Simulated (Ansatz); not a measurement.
Which YAML input does this script hand to the engine? (the Ansatz DFT code, driven from Python)

`c3h8b_deck.py`:
```python
'''Run C3H8B(-) from an input written out key by key.'''

import ansatz
import numpy as np

deck = {
    'crystal': {
        'periodic': [False, False, False],
        'atoms': [
            {'symbol': 'B', 'position_ang': [1.9706, 0.1023, -0.1088]},
            {'symbol': 'C', 'position_ang': [0.4321, 0.1805, -0.4506]},
            {'symbol': 'C', 'position_ang': [-0.4977, -0.1798, 0.4431]},
            {'symbol': 'C', 'position_ang': [-1.9552, -0.1019, 0.1092]},
            {'symbol': 'H', 'position_ang': [2.2694, -1.0222, 0.1496]},
            {'symbol': 'H', 'position_ang': [2.212, 0.802, 0.8253]},
            {'symbol': 'H', 'position_ang': [2.608, 0.4695, -1.0461]},
            {'symbol': 'H', 'position_ang': [0.1371, 0.5355, -1.434]},
            {'symbol': 'H', 'position_ang': [-0.2056, -0.5355, 1.4283]},
            {'symbol': 'H', 'position_ang': [-2.5573, -0.4424, 0.9774]},
            {'symbol': 'H', 'position_ang': [-2.18, -0.7538, -0.7613]},
            {'symbol': 'H', 'position_ang': [-2.2335, 0.9458, -0.1318]},
        ],
    },
    'total_charge': -1,
    'basis': {'gaussian': {'orbitals': 'cc-pVDZ'}},
    'hamiltonian': {'xc': 'hf'},
    'output': {'forces': True},
}
session = ansatz.Session.from_dict(deck)
r = session.plan(threads=1).execute().report

for key in ('converged', 'free_energy_ev', 'reference_energy_ev', 'n_frozen', 'n_occupied', 'n_virtual'):
    print(f'{key:22s} {r[key]}')
symbols = ['B', 'C', 'C', 'C', 'H', 'H', 'H', 'H', 'H', 'H', 'H', 'H']

forces = np.array(r['forces_ev_ang'])
print('largest force', round(float(np.linalg.norm(forces, axis=1).max()), 4), 'eV/A, rms', round(float(np.sqrt((forces ** 2).mean())), 4))
charges = r['charge_distribution']
dipole = np.array(charges['dipole_moment_e_ang']) * 4.803205
print('dipole (D): {:.3f} {:.3f} {:.3f}, length {:.3f}'.format(*dipole, np.linalg.norm(dipole)))
print('atom  Mulliken   Lowdin')
for symbol, m, l in zip(symbols, charges['mulliken_charges_e'], charges['lowdin_charges_e']):
    print(f'{symbol:4s} {m:9.3f} {l:8.3f}')
```

```console
$ python c3h8b_deck.py
converged              True
free_energy_ev         -3888.3604009381074
reference_energy_ev    -3888.3604009381074
n_frozen               0
n_occupied             [16, 16]
n_virtual              [80, 80]
largest force 1.6113 eV/A, rms 0.6025
dipole (D): -7.718 -0.252 0.025, length 7.722
atom  Mulliken   Lowdin
B        0.087   -0.673
C        0.034    0.061
C       -0.247   -0.159
C        0.013   -0.017
H       -0.252   -0.062
H       -0.252   -0.062
H       -0.277   -0.069
H       -0.073   -0.004
H       -0.033    0.005
H       -0.019   -0.011
H        0.010   -0.004
H        0.010   -0.004
```

`input.yaml`:
```yaml
crystal:
  periodic: [false, false, false]
  atoms:
    - { symbol: B, position_ang: [1.9706, 0.1023, -0.1088] }
    - { symbol: C, position_ang: [0.4321, 0.1805, -0.4506] }
    - { symbol: C, position_ang: [-0.4977, -0.1798, 0.4431] }
    - { symbol: C, position_ang: [-1.9552, -0.1019, 0.1092] }
    - { symbol: H, position_ang: [2.2694, -1.0222, 0.1496] }
    - { symbol: H, position_ang: [2.212, 0.802, 0.8253] }
    - { symbol: H, position_ang: [2.608, 0.4695, -1.0461] }
    - { symbol: H, position_ang: [0.1371, 0.5355, -1.434] }
    - { symbol: H, position_ang: [-0.2056, -0.5355, 1.4283] }
    - { symbol: H, position_ang: [-2.5573, -0.4424, 0.9774] }
    - { symbol: H, position_ang: [-2.18, -0.7538, -0.7613] }
    - { symbol: H, position_ang: [-2.2335, 0.9458, -0.1318] }
total_charge: -1
basis:
  gaussian: { orbitals: cc-pVDZ }
hamiltonian:
  xc: hf
output:
  forces: true
```

Launched from the shell:
```console
$ ansatz run input.yaml --threads 1 --pin off --max-ram 4096MiB --backend cpu --events-out ev --progress --plain --runs-dir out
Engine: ansatz 0.2.0, aarch64-unknown-linux-gnu
Functional definition: HF
  exchange = exact_x
  correlation = 0
868 factors; integrals over basis functions are off by at most 1.1e-3 eV
mean field evaluation 1: about -3885.7622 eV, gradient 2.6e1 eV
mean field evaluation 2: about -3885.7637 eV, gradient 2.6e1 eV
mean field evaluation 4: about -3888.2925 eV, gradient 4.2e0 eV
mean field evaluation 8: about -3888.3603 eV, gradient 1.3e-1 eV
mean field -3888.36040094 eV, -142.8946091091 hartree, gradient 1.1e-5 eV, S^2 0.000000; 0 other end points of the search recorded, 0 dependent functions left out
the calculation of the forces begins
reference -3888.36040094 eV, -142.8946091091 hartree; 16, 16 occupied and 80, 80 virtual orbitals, 868 factors
Total energy: -3888.36040094 eV, -142.8946091091 hartree
Atom 0 at     1.970600     0.102300    -0.108800 Å, force     0.271861     0.128181    -0.326945 eV/Å
Atom 1 at     0.432100     0.180500    -0.450600 Å, force    -0.533465    -0.542915     1.420167 eV/Å
Atom 2 at    -0.497700    -0.179800     0.443100 Å, force     0.323050     0.531328    -1.404896 eV/Å
Atom 3 at    -1.955200    -0.101900     0.109200 Å, force    -0.731308    -0.146807     0.330483 eV/Å
Atom 4 at     2.269400    -1.022200     0.149600 Å, force     0.447694    -1.227086     0.307594 eV/Å
Atom 5 at     2.212000     0.802000     0.825300 Å, force     0.385765     0.754583     1.042374 eV/Å
Atom 6 at     2.608000     0.469500    -1.046100 Å, force     0.931181     0.416979    -1.046331 eV/Å
Atom 7 at     0.137100     0.535500    -1.434000 Å, force    -0.564777     0.051706    -0.187630 eV/Å
Atom 8 at    -0.205600    -0.535500     1.428300 Å, force     0.031695     0.020491    -0.053012 eV/Å
Atom 9 at    -2.557300    -0.442400     0.977400 Å, force    -0.095317     0.200425    -0.549426 eV/Å
Atom 10 at    -2.180000    -0.753800    -0.761300 Å, force    -0.249002     0.402869     0.417900 eV/Å
Atom 11 at    -2.233500     0.945800    -0.131800 Å, force    -0.217377    -0.589754     0.049720 eV/Å
Dipole moment:    -1.606821    -0.052387     0.005158 e Å
```

Total energies depend on the basis set; only differences at equal settings carry meaning. The geometry is a force-field or estimated start, not a minimum of this method, and the basis set is short of its limit. The Löwdin charges here are taken after orthogonalising the functions within each atom; they differ from plain Löwdin charges, and their signs can be unphysical. An ion's dipole depends on the origin; the program takes it about the centre of nuclear charge. Anions want diffuse functions, which this basis lacks. It ran for 1.5 s on 1 thread of Arm Neoverse V1, with other jobs on the host, peak memory 0.2 GiB.
